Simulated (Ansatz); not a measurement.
**B3LYP/cc-pVDZ run of C2H2ClGa (SMILES C#[C][GaH][Cl])**

What is the electronic atomisation energy of C2H2ClGa at B3LYP/cc-pVDZ? 

The results are computed with Ansatz 0.2.0.

56 further runs of the same task are left out: 56 set aside as unsound or not needed. Runs told in other sessions of the task aren't counted.

**1. The molecule**

C2H2ClGa: 6 atoms, total charge 0, spin state singlet. SMILES: `C#[C][GaH][Cl]`. The coordinates come from a PBE0-D4/def2-TZVP relaxation.

Bond lengths: C1–C2 1.208 Å, C2–Ga3 1.900 Å, Ga3–Cl4 2.140 Å, C1–H5 1.067 Å, Ga3–H6 1.547 Å. Angles: C1–C2–Ga3 179.1°, C2–Ga3–Cl4 115.4°, C2–C1–H5 179.8°, C2–Ga3–H6 126.7°, Cl4–Ga3–H6 117.8°.

**2. A single-point energy at B3LYP/cc-pVDZ**

run.yaml reads:

```yaml
crystal:
  periodic: [false, false, false]
  atoms:
    - symbol: C
      position_ang: [0.577800, 1.057900, -1.454500]
    - symbol: C
      position_ang: [0.247000, 0.412500, -0.488700]
    - symbol: Ga
      position_ang: [-0.252900, -0.587200, 1.048000]
    - symbol: Cl
      position_ang: [-1.745400, -2.085600, 0.724100]
    - symbol: H
      position_ang: [0.867100, 1.625700, -2.309900]
    - symbol: H
      position_ang: [0.306500, -0.423300, 2.481100]
basis:
  gaussian:
    orbitals: cc-pVDZ
hamiltonian:
  xc: {name: B3LYP}
accuracy: high
output: {orbitals: {seedname: orbitals}}
```

On the command line:

```bash
$ ansatz run run.yaml --threads 1 --pin off --max-ram 2610MiB --events-out events.jsonl --progress --plain --runs-dir runs
```

The program printed:

```text
Warning: RAYON_NUM_THREADS=1 ignored (pool sized by the plan → 1); use --threads N
Functional definition: B3LYP
  name "B3LYP"
  parameter a0 = 0.2
  parameter ax = 0.72
  parameter ac = 0.81
  exchange = (1 - a0 - ax)*slater_x + ax*b88_x + a0*exact_x
  correlation = (1 - ac)*vwn_rpa_c + ac*lyp_c
1779 factors; integrals over basis functions are off by at most 4.4e-9 eV
mean field evaluation 1: about -67002.8060 eV, gradient 4.1e1 eV
mean field evaluation 2: about -66996.9870 eV, gradient 5.9e1 eV
mean field evaluation 4: about -67007.4795 eV, gradient 9.2e0 eV
mean field evaluation 8: about -67007.7744 eV, gradient 5.7e-1 eV
mean field evaluation 16: about -67007.7754 eV, gradient 2.9e-5 eV
mean field -67007.77540253 eV, -2462.4903265415 hartree, gradient 1.4e-8 eV, S^2 0.000000; 0 other end points of the search recorded, 0 dependent functions left out
reference -67007.77544208 eV, -2462.4903279949 hartree; 31, 31 occupied and 52, 52 virtual orbitals, 1779 factors
Total energy: -67007.77544208 eV, -2462.4903279949 hartree
```

Run time: 2.8 s. Hardware: 1 thread of AMD EPYC 9R45 (Zen 5), shared host; peak memory 0.3 GiB.

**3. The C atom, same level**

run.yaml reads:

```yaml
crystal:
  periodic: [false, false, false]
  atoms:
    - {symbol: C, position_ang: [0.000000, 0.000000, 0.000000]}
basis:
  gaussian:
    orbitals: cc-pVDZ
magnetization:
  spin_polarized: true
  initial_magnetization: 2
hamiltonian:
  xc: {name: B3LYP}
accuracy: high
```

Run the same way, it converges to -37.85197 Eh (log not shown).

**4. The Cl atom**

in.yaml reads:

```yaml
crystal:
  periodic: [false, false, false]
  atoms:
    - {symbol: Cl, position_ang: [0.000000, 0.000000, 0.000000]}
basis:
  gaussian:
    orbitals: cc-pVDZ
magnetization:
  spin_polarized: true
  initial_magnetization: 1
hamiltonian:
  xc: {name: B3LYP}
accuracy: high
```

Run the same way, it converges to -460.15846 Eh (log not shown).

**5. The Ga atom at the same level**

molecule.yaml reads:

```yaml
basis:
  gaussian:
    orbitals: cc-pVDZ
crystal:
  periodic: [false, false, false]
  atoms:
    - {symbol: Ga, position_ang: [0.000000, 0.000000, 0.000000]}
hamiltonian:
  xc: {name: B3LYP}
magnetization:
  spin_polarized: true
  initial_magnetization: 1
accuracy: high
```

Run the same way, it converges to -1924.83097 Eh (log not shown).

**6. The H atom**

in.yaml reads:

```yaml
crystal:
  periodic: [false, false, false]
  atoms:
    - {symbol: H, position_ang: [0.000000, 0.000000, 0.000000]}
basis:
  gaussian: {orbitals: cc-pVDZ}
total_charge: 0
magnetization: {spin_polarized: true, initial_magnetization: 1}
hamiltonian: {xc: {name: B3LYP}}
accuracy: high
```

On the command line:

```bash
$ ansatz run in.yaml --threads 1 --pin off --max-ram 2610MiB --events-out events.jsonl --progress --plain --runs-dir runs
```

The program printed:

```text
Warning: RAYON_NUM_THREADS=1 ignored (pool sized by the plan → 1); use --threads N
[... 7 set-up lines as earlier in the session ...]
15 factors; integrals over basis functions are off by at most 4.6e-8 eV
mean field evaluation 1: about -13.6397 eV, gradient 1.5e-1 eV
mean field evaluation 2: about -13.6396 eV, gradient 1.5e-1 eV
mean field evaluation 4: about -13.6399 eV, gradient 3.7e-3 eV
mean field evaluation 8: about -13.6399 eV, gradient 7.1e-10 eV
mean field -13.63990421 eV, -0.5012572344 hartree, gradient 7.1e-10 eV, S^2 0.750000; 0 other end points of the search recorded, 0 dependent functions left out
reference -13.63992333 eV, -0.5012579369 hartree; 1, 0 occupied and 4, 5 virtual orbitals, 15 factors
Total energy: -13.63992333 eV, -0.5012579369 hartree
```

Wall time 0.06 s (1 thread of AMD EPYC 9R45 (Zen 5), shared host).

**7. Outcome**

Level: B3LYP/cc-pVDZ.

| quantity | value |
| --- | --- |
| molecule: total energy | -2462.49033 Eh |
| molecule: HOMO energy | -8.08 eV |
| molecule: LUMO energy | -2.14 eV |
| molecule: HOMO–LUMO gap | 5.94 eV |
| C atom: total energy | -37.85197 Eh |
| C atom: ⟨S²⟩ | 2.002 |
| Cl atom: total energy | -460.15846 Eh |
| Cl atom: ⟨S²⟩ | 0.752 |
| Ga atom: total energy | -1924.83097 Eh |
| Ga atom: ⟨S²⟩ | 0.752 |
| H atom: total energy | -0.50126 Eh |
| H atom: ⟨S²⟩ | 0.750 |
| electronic atomisation energy | 21.618 eV |

Taking the molecule apart into free atoms costs 21.62 eV (2086 kJ/mol), before zero-point energy and without spin-orbit coupling.
